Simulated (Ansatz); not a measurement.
# ClF2HSSi: basis-set convergence

An exercise on one series of results from a longer session: the logs are not shown, and one member is left open.

Computed with Ansatz 0.2.0, Gaussian basis. Level: one geometry, several basis sets.

Plan: PBE0-D4/def2-SVP; ωB97M-V/def2-SVP; PBE0-D4/def2-QZVPP; ωB97M-V/def2-QZVPP; the functionals' def2-TZVPP values are taken from earlier runs.

**Structure used throughout**

The geometry comes from an earlier relaxation with PBE0-D4 in a triple-zeta def2 set; it is a stationary point.

SMILES `F[Si](F)(S)Cl`, 6 atoms, charge 0, spin multiplicity 1.

Atoms are counted from 1 here; the program's logs count them from 0.

Bond lengths: F1–Si2 1.577 Å, Si2–F3 1.575 Å, Si2–S4 2.095 Å, Si2–Cl5 2.020 Å, S4–H6 1.345 Å. Angles: F1–Si2–F3 107.6°, F1–Si2–S4 112.3°, F1–Si2–Cl5 106.7°, F3–Si2–S4 106.6°, F3–Si2–Cl5 109.4°, S4–Si2–Cl5 114.0°, Si2–S4–H6 92.5°.

The first run:

File in.yaml:

```yaml
crystal:
  periodic: [false, false, false]
  atoms:
    - {symbol: F, position_ang: [0.963390, -0.052887, 1.442829]}
    - {symbol: Si, position_ang: [0.337774, -0.341723, 0.024060]}
    - {symbol: F, position_ang: [0.460642, -1.889094, -0.244475]}
    - {symbol: S, position_ang: [-1.704657, 0.119079, -0.051274]}
    - {symbol: Cl, position_ang: [1.457958, 0.665641, -1.322095]}
    - {symbol: H, position_ang: [-1.473107, 1.434981, 0.104755]}
basis:
  gaussian: {orbitals: def2-SVP}
hamiltonian: {xc: pbe0, dispersion: d4}
output: {orbitals: {seedname: orbitals}}
```

Steps of the session up to this table: PBE0-D4 in def2-SVP; ωB97M-V in def2-SVP; PBE0-D4 in def2-QZVPP; ωB97M-V in def2-QZVPP.

One table of the session follows, with a row left open; its other results are not shown here.

It belongs to the step «Density functionals: the series». 

| functional | basis | HOMO (eV) | LUMO (eV) |
| --- | --- | --- | --- |
| PBE0-D4 | def2-SVP | ? | ? |
| PBE0-D4 | def2-TZVPP | -8.42 | -0.23 |
| PBE0-D4 | def2-QZVPP | -8.45 | -0.36 |
| ωB97M-V | def2-SVP | -10.49 | 2.25 |
| ωB97M-V | def2-TZVPP | -10.62 | 1.78 |
| ωB97M-V | def2-QZVPP | -10.66 | 1.26 |

**Question.** Estimate the row for PBE0-D4, def2-SVP.

**Answer.** HOMO (eV): -8.33; LUMO (eV): 0.18. In the column «HOMO (eV)» it is the highest.
